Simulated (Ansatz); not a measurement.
**HF/6-31G(d) (spherical functions) run of C4H5NO2 (succinimide)**

Aim: the energy change on altering one bond length of C4H5NO2 (succinimide) at HF/6-31G* (spherical functions), from 2 runs. 

The results are computed with Ansatz 0.2.0.

61 further runs of the same task are left out: 61 set aside as unsound or not needed.

## 1. The structure to begin with

C4H5NO2: 12 atoms, total charge 0, spin state singlet. SMILES: `O=C1CCC(=O)N1`. The coordinates come from a PBE0-D4/def2-TZVP relaxation.

Bond lengths: O1–C2 1.200 Å, C2–C3 1.516 Å, C3–C4 1.525 Å, C4–C5 1.516 Å, C5–O6 1.200 Å, C2–N7 1.381 Å, C5–N7 1.381 Å, C3–H8 1.091 Å, C3–H9 1.091 Å, C4–H10 1.091 Å, C4–H11 1.091 Å, N7–H12 1.009 Å. Some angles: O1–C2–C3 127.8°, O1–C2–N7 125.1°, C3–C2–N7 107.0°, C2–C3–C4 105.4°, C3–C4–C5 105.4°, C4–C5–O6 127.8°, C4–C5–N7 107.0°, O6–C5–N7 125.1°, C2–N7–C5 115.1°, C2–C3–H8 108.4°.

## 2. The energy at HF/6-31G(d) (spherical functions)

molecule.yaml reads:

```yaml
crystal:
  periodic: [false, false, false]
  atoms:
    - symbol: O
      position_ang: [1.639280, -0.871100, 1.691950]
    - symbol: C
      position_ang: [0.885440, -0.408080, 0.880820]
    - symbol: C
      position_ang: [-0.350350, -1.052550, 0.285480]
    - symbol: C
      position_ang: [-0.920300, -0.020680, -0.681700]
    - symbol: C
      position_ang: [0.015400, 1.168760, -0.600110]
    - symbol: O
      position_ang: [-0.058340, 2.206240, -1.199110]
    - symbol: N
      position_ang: [1.001240, 0.845500, 0.312040]
    - symbol: H
      position_ang: [-0.054050, -1.986800, -0.194010]
    - symbol: H
      position_ang: [-1.028670, -1.313250, 1.099360]
    - symbol: H
      position_ang: [-0.954610, -0.361510, -1.717620]
    - symbol: H
      position_ang: [-1.925900, 0.314600, -0.423070]
    - symbol: H
      position_ang: [1.750860, 1.478890, 0.545970]
basis:
  gaussian: {orbitals: 6-31G_st_-spherical.json}
hamiltonian: {xc: hf}
output: {orbitals: {seedname: orbitals}}
accuracy: high
```

The basis set 6-31G* is read from a file made from the Basis Set Exchange's data (not shown).

On the command line:

```sh
$ ansatz run molecule.yaml --threads 1 --pin off --max-ram 3480MiB --events-out events.jsonl --progress --plain --runs-dir runs
```

Log:

```text
Warning: RAYON_NUM_THREADS=1 ignored (pool sized by the plan → 1); use --threads N
Functional definition: HF
  name "HF"
  exchange = exact_x
  correlation = 0
2634 factors; integrals over basis functions are off by at most 3.5e-9 eV
mean field evaluation 1: about -9751.8813 eV, gradient 5.3e1 eV
mean field evaluation 2: about -9752.0239 eV, gradient 5.3e1 eV
mean field evaluation 4: about -9757.8933 eV, gradient 5.7e0 eV
mean field evaluation 8: about -9758.0167 eV, gradient 5.8e-1 eV
mean field evaluation 16: about -9758.0195 eV, gradient 8.2e-8 eV
mean field -9758.01945760 eV, -358.6006008437 hartree, gradient 8.2e-8 eV, S^2 0.000000; 0 other end points of the search recorded, 0 dependent functions left out
reference -9758.01945760 eV, -358.6006008437 hartree; 26, 26 occupied and 82, 82 virtual orbitals, 2634 factors
Total energy: -9758.01945760 eV, -358.6006008437 hartree
```

Run time: 4.5 s. Hardware: 1 thread of Arm Neoverse V2, shared host; peak memory 0.38 GiB.

## 3. The distorted shape, same level

molecule.yaml reads:

```yaml
crystal:
  periodic: [false, false, false]
  atoms:
    - {symbol: O, position_ang: [1.680452, -0.462102, 2.935061]}
    - {symbol: C, position_ang: [0.926612, 0.000918, 2.123931]}
    - {symbol: C, position_ang: [-0.309178, -0.643552, 1.528591]}
    - {symbol: C, position_ang: [-0.879128, 0.388318, 0.561411]}
    - {symbol: C, position_ang: [0.056572, 1.577758, 0.643001]}
    - {symbol: O, position_ang: [-0.017168, 2.615238, 0.044001]}
    - {symbol: N, position_ang: [1.042412, 1.254498, 1.555151]}
    - {symbol: H, position_ang: [-0.012878, -1.577802, 1.049101]}
    - {symbol: H, position_ang: [-0.987498, -0.904252, 2.342471]}
    - {symbol: H, position_ang: [-0.954610, -0.361510, -1.717620]}
    - {symbol: H, position_ang: [-1.884728, 0.723598, 0.820041]}
    - {symbol: H, position_ang: [1.792032, 1.887888, 1.789081]}
basis:
  gaussian: {orbitals: 6-31G_st_-spherical.json}
output: {orbitals: {seedname: orbitals}}
accuracy: high
hamiltonian: {xc: hf}
```

The basis set 6-31G* is read from a file made from the Basis Set Exchange's data (not shown).

On the command line:

```sh
$ ansatz run molecule.yaml --threads 1 --pin off --max-ram 3480MiB --events-out events.jsonl --progress --plain --runs-dir runs
```

Log:

```text
Warning: RAYON_NUM_THREADS=1 ignored (pool sized by the plan → 1); use --threads N
[... 4 set-up lines as earlier in the session ...]
2639 factors; integrals over basis functions are off by at most 4.2e-9 eV
mean field evaluation 1: about -9745.6621 eV, gradient 5.3e1 eV
mean field evaluation 2: about -9745.8078 eV, gradient 5.3e1 eV
mean field evaluation 4: about -9752.0640 eV, gradient 6.4e0 eV
mean field evaluation 8: about -9752.2315 eV, gradient 8.0e-1 eV
mean field evaluation 16: about -9752.2361 eV, gradient 1.8e-6 eV
mean field -9752.23609628 eV, -358.3880662354 hartree, gradient 2.5e-8 eV, S^2 0.000000; 0 other end points of the search recorded, 0 dependent functions left out
reference -9752.23609628 eV, -358.3880662354 hartree; 26, 26 occupied and 82, 82 virtual orbitals, 2639 factors
Total energy: -9752.23609628 eV, -358.3880662354 hartree
```

Run time: 4.8 s. Hardware: 1 thread of Arm Neoverse V2, shared host; peak memory 0.38 GiB.

## 4. What came out

Level: HF/6-31G* (spherical functions).

| quantity | value |
| --- | --- |
| first shape: total energy | -358.60060 Eh |
| first shape: HOMO energy | -11.64 eV |
| first shape: LUMO energy | 4.07 eV |
| first shape: HOMO–LUMO gap | 15.71 eV |
| distorted shape: total energy | -358.38807 Eh |
| distorted shape: HOMO energy | -9.64 eV |
| distorted shape: LUMO energy | -0.55 eV |
| distorted shape: HOMO–LUMO gap | 9.10 eV |
| energy change with the C4–H10 bond stretched from 1.091 to 2.400 Å | 5.783 eV |

In words: One bond (distorted shape) is far stretched, which a spin-restricted single reference describes badly; a broken-symmetry solution may lie lower. With the C4–H10 bond stretched from 1.091 to 2.400 Å the energy rises by 5.78 eV (558 kJ/mol). The first shape isn't relaxed at this level, so the change isn't measured from a minimum. A restricted reference can't describe the breaking bond well at this length.
